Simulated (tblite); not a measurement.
# C6H13As: the cost of one run

Programs: tblite 0.8.0 and PySCF 2.14.0, with density-fitted response routines of our own. Each step states its level of theory. These are calculated values for one molecule, in the gas phase or a continuum, unless marked as measured. Atoms are numbered from 0 throughout.

### 1 The starting structure

20 atoms, charge 0, multiplicity 1; geometry from: force field or distance geometry start.

Bonds of the start (Å): C0–C1 1.48, C1–C2 1.33, C2–C3 1.43, C3–As4 1.90, As4–C5 1.95, As4–C6 1.95, C0–H7 1.09, C0–H8 1.10, C0–H9 1.14, C1–H10 1.10, C2–H11 1.12, C3–H12 1.12, C3–H13 1.14, C5–H14 1.13, C5–H15 1.10, C5–H16 1.10, C6–H17 1.10, C6–H18 1.09, C6–H19 1.13.

### 2 Relaxing the molecule with GFN2-xTB

Job settings and geometry (Å):

```
{"job": {"kind": "relax", "xc": "GFN2-xTB", "basis": "xTB"}, "charge": 0, "multiplicity": 1}
C     -1.967300     0.040200     0.953600
C     -2.414700    -0.501600    -0.344500
C     -1.538900    -0.743300    -1.311800
C     -0.126700    -0.510600    -1.318400
As     0.843600     0.177200     0.160700
C      1.637600     1.944100    -0.068100
C      2.117700    -1.028100     1.009000
H     -1.365400    -0.671600     1.525700
H     -1.613000     1.081600     0.945800
H     -2.926300     0.121100     1.566600
H     -3.482300    -0.736000    -0.504700
H     -2.010600    -1.159300    -2.237800
H      0.092800     0.148900    -2.190400
H      0.366800    -1.487800    -1.639200
H      1.373600     2.561000     0.843300
H      2.733300     1.926700    -0.113700
H      1.212000     2.502700    -0.920300
H      2.972400    -0.413800     1.337800
H      2.459400    -1.828900     0.349600
H      1.631100    -1.412000     1.953700
```

Launch:

```console
$ OMP_NUM_THREADS=1 python probes_run.py task.json out
```

One launch serves the whole session: the jobs run in the order shown.

**Question.** How long does this first job take on 1 thread of Arm Neoverse N1, shared host, and how much memory does it need?

About 2.1 s, with a peak of 0.18 GiB.
